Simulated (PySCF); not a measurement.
# SbP at other levels of theory

Aim: see what other levels and later steps give for SbP.

Method: each script names its method and basis; program: PySCF 2.14.0.

2 further runs of the same task are left out: 2 for a known fault of the program.

## (1) Starting geometry

SbP: 2 atoms, charge 0, spin multiplicity 1.

Bond lengths: Sb1–P2 2.794 Å.

## (2) The run that the others are compared with

Contents of input.py:

```python
from pyscf import gto, dft

mol = gto.M(
    atom='Sb 0 0 0; P 0 0 2.794',
    basis='def2-svp',
    ecp={'Sb': 'def2-svp'},
    charge=0,
    spin=0,
    verbose=4,
)
mf = dft.RKS(mol, xc='hse06')
mf.kernel()
mf.mulliken_pop()
mf.dip_moment()
print('orbital energies (hartree):', mf.mo_energy[..., max(0, mol.nelec[1]-3):mol.nelec[0]+3].round(4))
```

On the command line:

```console
$ OMP_NUM_THREADS=1 python input.py
```

## (3) X3lyp

Variant 1 changes functional: hse06 → x3lyp.

Changes to input.py since step 2:

```diff
@@ -10,3 +10,3 @@
 )
-mf = dft.RKS(mol, xc='hse06')
+mf = dft.RKS(mol, xc='x3lyp')
 mf.kernel()
```

## (4) Bp86

Variant 2 changes functional: hse06 → bp86.

Changes to input.py since step 2:

```diff
@@ -10,3 +10,3 @@
 )
-mf = dft.RKS(mol, xc='hse06')
+mf = dft.RKS(mol, xc='bp86')
 mf.kernel()
```

## (5) MP2 (RHF)

Variant 3 changes step after the SCF: analyze → mp2; SCF type: RKS → RHF; functional: hse06 → none (Hartree–Fock); frozen orbitals: none → 9.

Changes to input.py since step 2:

```diff
@@ -1,2 +1,2 @@
-from pyscf import gto, dft
+from pyscf import gto, scf, mp
 
@@ -10,5 +10,5 @@
 )
-mf = dft.RKS(mol, xc='hse06')
+mf = scf.RHF(mol)
 mf.kernel()
-mf.mulliken_pop()
+mp.MP2(mf, frozen=9).kernel()
 mf.dip_moment()
```

## (6) Pbesol

Variant 4 changes functional: hse06 → pbesol.

Changes to input.py since step 2:

```diff
@@ -10,3 +10,3 @@
 )
-mf = dft.RKS(mol, xc='hse06')
+mf = dft.RKS(mol, xc='pbesol')
 mf.kernel()
```

Before running it: what results should come out? Wanted: for each run, E(SCF); from base; gap; SCF dipole; after the SCF.

As calculated:

```csv
run,E(SCF) (hartree),from base (eV),cycles,gap (eV),SCF dipole (D),after the SCF
base,-581.295341,0,20,1.84,1.51,n/a
x3lyp,-581.398198,not comparable,20,2.38,1.35,n/a
bp86,-581.586669,not comparable,16,1.30,1.36,n/a
MP2 (RHF),-579.753802,not comparable,12,6.38,1.55,"MP2 correlation -8.602 eV, core frozen"
pbesol,-580.427019,not comparable,16,1.31,1.36,n/a
```

The gap between the frontier levels is 1.3 eV with bp86 (0 % exact exchange) and 2.4 eV with x3lyp (22 %): exact exchange opens it. A lower total energy from another functional means nothing by itself.
